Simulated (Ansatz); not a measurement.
Working through a comparison of enthalpies under pressure of two structures of TeAs

With Ansatz's Python interface.

The cells in order, each with its output:

**Cell 1**
```python
import warnings

import ansatz as az
import numpy as np
```

**Cell 2**
```python
CUTOFF_EV = 500
FUNCTIONAL = "r2scan"
K_SPACING = 0.33
SMEARING = "cold"
SIGMA = 0.05
```

**Cell 3**
```python
def rocksalt(A, B, a):
    return (
        az.Lattice.fcc(a)
        .space_group(225)
        .atom(A, [0, 0, 0])
        .atom(B, [0.5, 0.5, 0.5])
        .primitive()
    )
```

**Cell 4**
```python
def cscl(a_site, b_site, a):
    return (
        az.Lattice.cubic(a)
        .space_group(221)
        .atom(a_site, [0, 0, 0])
        .atom(b_site, [0.5, 0.5, 0.5])
    )
```

**Cell 5**
```python
def compute(name, crystal, pressure=0.0):
    calc = (
        crystal.calculation()
        .basis(CUTOFF_EV)
        .functional(FUNCTIONAL)
        .kpoints(spacing=K_SPACING)
        .occupations(SMEARING, width=SIGMA)
    )
    calc = calc.relax(force_tolerance=0.03, cell=True, pressure=pressure)
    return calc.run(threads=1)


def volume_per_atom(outcome):
    return abs(np.linalg.det(outcome.lattice.cell_ang)) / len(outcome.lattice.sites)
```

**Cell 6**
```python
warnings.simplefilter("ignore", az.DeckWarning)
```

**Cell 7**
```python
phases = {}
phases["rocksalt"] = rocksalt("Te", "As", 5.94)
phases["CsCl"] = cscl("Te", "As", 3.65)
```

**Cell 8**
```python
# H = E + PV, with 1 eV per cubic angstrom equal to 160.2 GPa
pressures = [0, 10, 20, 30]
enthalpy, volume = {name: [] for name in phases}, {name: [] for name in phases}
for p in pressures:
    for name, crystal in phases.items():
        o = compute(name, crystal, pressure=p)
        volume[name].append(volume_per_atom(o))
        enthalpy[name].append(o.report["energy_sigma0_ev"] / len(o.lattice.sites) + p * volume[name][-1] / 160.21766)
gap = np.array(enthalpy["CsCl"]) - np.array(enthalpy["rocksalt"])
rows = [(p, va, vb, 1000 * d) for p, va, vb, d in zip(pressures, volume["rocksalt"], volume["CsCl"], gap)]
print("   P (GPa)  V rocksalt (A^3/atom)  V CsCl (A^3/atom)  H(CsCl) - H(rocksalt) (meV/atom)")
for row in rows:
    print(f"{row[0]:10d}  {row[1]:21.3f}  {row[2]:17.3f}  {row[3]:+32.1f}")
crossings = [p0 - g0 * (p1 - p0) / (g1 - g0) for p0, p1, g0, g1 in zip(pressures, pressures[1:], gap, gap[1:]) if g0 * g1 < 0]
print("crossing near", [round(float(p), 1) for p in crossings], "GPa") if crossings else print("no crossing in this range")
```
Output:
```text
   P (GPa)  V rocksalt (A^3/atom)  V CsCl (A^3/atom)  H(CsCl) - H(rocksalt) (meV/atom)
         0                 25.462             23.762                            +435.8
        10                 22.831             21.137                            +329.7
        20                 21.165             19.389                            +217.5
        30                 19.975             18.240                            +108.6
no crossing in this range
```

What to keep in mind:
- At a fixed pressure a relaxation lowers the enthalpy F + PV, while F alone can rise.
- For the metals among these phases the mesh is modest: differences between phases can be off by up to 40 meV an atom.
- Only these two structures are compared, at zero temperature and with their symmetry kept; either may be hypothetical, and another phase may be lower than both. Differences under about 40 meV an atom lie within the error of mesh and functional.
- The cells are prototypes set up for this calculation and needn't exist.
- Hardware and time: 96 s on 1 thread of Arm Neoverse V2 (shared host), peak memory 0.56 GiB.

(Lines on the test bed's own set-up are left out of the output.)
